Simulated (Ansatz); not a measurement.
What does this script print? It uses the Python package of Ansatz (0.2.0).

The script, `energy_hsn.py`:
```python
"""Single point of HSn."""

from pathlib import Path
import logging
import sys
import warnings

import ansatz as az

logging.basicConfig(stream=sys.stdout, format="%(levelname)s %(message)s")
logger = logging.getLogger("calc")
logger.setLevel(logging.INFO)


def main() -> None:
    warnings.simplefilter("ignore", az.DeckWarning)

    geometry_ang = [
        ("Sn", (0.0, 0.0, 0.0)),
        ("H", (0.0, 0.0, 1.67)),
    ]
    molecule = az.Crystal.molecule()
    for symbol, xyz in geometry_ang:
        molecule = molecule.atom(symbol, xyz)

    base = (
        molecule.calculation()
        .basis(gaussian="def2-SVPD")
        .correlation("rpa")
        .spin("collinear", total=1)
        .scf(lower_state_search="standard")
        .orbitals()
    )
    out = base.run(threads=1, runs_dir="out")
    rep = out.report

    logger.info(f"E = {rep['free_energy_ev']:.6f} eV = {rep['free_energy_ev'] / 27.211386246:.7f} Ha")
    print("converged:", rep["converged"], " doubts:", rep["published_state_doubts"] or "none")

    print("correlation energy", round(rep["free_energy_ev"] - rep["reference_energy_ev"], 5), "eV")
    cluster = rep["correlation"].get("coupled_cluster")
    if cluster:
        print("cycles", cluster["cycles"], " T1 diagnostic", round(cluster["t1_diagnostic"], 4), " largest double", round(cluster["largest_double"], 4))

    lines = Path(rep["orbitals_path"]).read_text().splitlines()
    field_of = lambda key: [line.split("=")[1].strip() for line in lines if line.startswith(key)]
    orbitals = [(27.211386 * float(e), s, float(n)) for e, s, n in zip(field_of("Ene="), field_of("Spin="), field_of("Occup="))]
    homo = max(e for e, _, n in orbitals if n > 0.5)
    lumo = min(e for e, _, n in orbitals if n < 0.5)
    for e, spin, n in sorted(orbitals):
        if homo - 6 < e < lumo + 5:
            logger.info(f"{spin:6s} {e:10.3f} eV  occupation {n:.0f}")


if __name__ == "__main__":
    main()
```

Running `python energy_hsn.py` prints:
```text
INFO E = -5823.368071 eV = -214.0048294 Ha
converged: True  doubts: none
correlation energy -2.98524 eV
INFO Alpha      -9.739 eV  occupation 1
INFO Beta       -9.211 eV  occupation 1
INFO Alpha      -7.117 eV  occupation 1
INFO Alpha      -0.206 eV  occupation 0
INFO Beta        0.174 eV  occupation 0
INFO Beta        1.263 eV  occupation 0
INFO Alpha       1.873 eV  occupation 0
INFO Beta        2.024 eV  occupation 0
INFO Alpha       3.306 eV  occupation 0
INFO Beta        3.543 eV  occupation 0
INFO Alpha       3.920 eV  occupation 0
INFO Alpha       3.948 eV  occupation 0
INFO Alpha       4.005 eV  occupation 0
INFO Alpha       4.082 eV  occupation 0
INFO Beta        4.130 eV  occupation 0
INFO Beta        4.444 eV  occupation 0
INFO Beta        4.510 eV  occupation 0
INFO Beta        4.515 eV  occupation 0
```

Reading the output:
- These settings explore the input space; basis and method may be short of convergence.
- The geometry is a force-field or estimated start, not a minimum of this method, and the basis set is short of its limit.
- def2 sets replace the cores of elements past krypton by effective core potentials.
- The species is open-shell (spin multiplicity 2).
- Levels such as HOMO and LUMO are orbital energies: in Hartree-Fock the gap is too wide and the LUMO hangs on the basis.
- Inner cores stay frozen; a filled d shell under the valence of the heavier atoms is correlated with it.
- The whole script took 1.1 s on 1 thread of Arm Neoverse V1, on a shared host, peak memory 0.16 GiB.

(A comment or docstring line of the script was reworded after the run, the code is as it ran; lines on the test bed's own set-up are left out of the output.)
